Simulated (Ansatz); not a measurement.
# NiS: the cost of one run

Computed with Ansatz 0.2.0 (DFT r²SCAN+U (U_eff = 3 eV on Ni d), plane waves, PAW, unless a step's input says otherwise).

### 1 The system as given

Symmetry: P6_3/mmc, No. 194, hexagonal system. The conventional cell has a = 3.425 Å, b = 3.425 Å, c = 5.340 Å, α = 90.00°, β = 90.00°, γ = 120.00°. Ni (site symmetry -3m) has 6 S at 2.39 Å and 2 Ni at 2.67 Å as nearest neighbours. S (site symmetry -6m2) has 6 Ni at 2.39 Å as nearest neighbours.

As a file:

```
Ni S
1.0
     3.42500    0.00000    0.00000
    -1.71250    2.96614    0.00000
     0.00000    0.00000    5.34000
Ni S
2 2
Cartesian
  0.0000 0.0000 0.0000
  0.0000 0.0000 2.6700
  0.0000 1.9774 1.3350
  1.7125 0.9887 4.0050
```

Magnetic order typed: opposed in the cell.

An earlier series on this cell reached its lowest free state from «from atoms, default search», perhaps among other starts.

### 2 Random orbitals: single harmonics, second filling

Input file input.yaml:

```yaml
crystal:
  lattice:
    - [3.42500121, 0.0, 0.0]
    - [-1.71250061, 2.96613806, 0.0]
    - [0.0, 0.0, 5.33999987]
  atoms:
    - { symbol: Ni, position: [0.0, 0.0, 0.0], spin: 0.3 }
    - { symbol: Ni, position: [0.0, 0.0, 0.5], spin: -0.3 }
    - { symbol: S, position: [0.3333333333, 0.6666666667, 0.25] }
    - { symbol: S, position: [0.6666666667, 0.3333333333, 0.75] }
basis:
  ecutwfc: 500
  ecutrho_ratio: 4
kpoints:
  mp_grid: { grid: [6, 6, 4] }
hamiltonian:
  xc: r2scan
  hubbard:
    sites:
      - { site: 0, l: d, u_eff: 3.0, starting_ns: [{ spin: up, occupation_matrix: s0up }, { spin: down, occupation_matrix: s0down }] }
      - { site: 1, l: d, u_eff: 3.0, starting_ns: [{ spin: up, occupation_matrix: s1up }, { spin: down, occupation_matrix: s1down }] }
    occupation_matrices:
      s0up:
        matrix:
          - [0.97, 0.0, 0.0, 0.0, 0.0]
          - [0.0, 0.97, 0.0, 0.0, 0.0]
          - [0.0, 0.0, 0.97, 0.0, 0.0]
          - [0.0, 0.0, 0.0, 0.02, 0.0]
          - [0.0, 0.0, 0.0, 0.0, 0.97]
      s0down:
        matrix:
          - [0.02, 0.0, 0.0, 0.0, 0.0]
          - [0.0, 0.97, 0.0, 0.0, 0.0]
          - [0.0, 0.0, 0.97, 0.0, 0.0]
          - [0.0, 0.0, 0.0, 0.97, 0.0]
          - [0.0, 0.0, 0.0, 0.0, 0.97]
      s1up:
        matrix:
          - [0.97, 0.0, 0.0, 0.0, 0.0]
          - [0.0, 0.97, 0.0, 0.0, 0.0]
          - [0.0, 0.0, 0.97, 0.0, 0.0]
          - [0.0, 0.0, 0.0, 0.02, 0.0]
          - [0.0, 0.0, 0.0, 0.0, 0.97]
      s1down:
        matrix:
          - [0.02, 0.0, 0.0, 0.0, 0.0]
          - [0.0, 0.97, 0.0, 0.0, 0.0]
          - [0.0, 0.0, 0.97, 0.0, 0.0]
          - [0.0, 0.0, 0.0, 0.97, 0.0]
          - [0.0, 0.0, 0.0, 0.0, 0.97]
    ns_hold: { iters: 5 }
scf:
  occupations: { method: gaussian, width: 0.05 }
  lower_state_search: "off"
  max_iter: 150
output:
  forces: true
  stress: true
  eigenvalues: true
  populations: true
  hubbard: { sites: [{ site: 0, l: d }, { site: 1, l: d }] }
magnetization:
  spin_polarized: true
```

The typed matrices put 0.97 on the chosen orbitals and 0.02 on the others, and are held for 5 cycles.

Command:

```bash
ansatz run input.yaml --threads 4 --pin off --max-ram 6144MiB --backend cpu --events-out ev --progress --plain --runs-dir out
```

**Question.** How long does this run take on 4 threads of Intel Xeon 6975P-C (Granite Rapids), shared host, and how much memory does it need?

About 15 s, with a peak of 0.72 GiB.
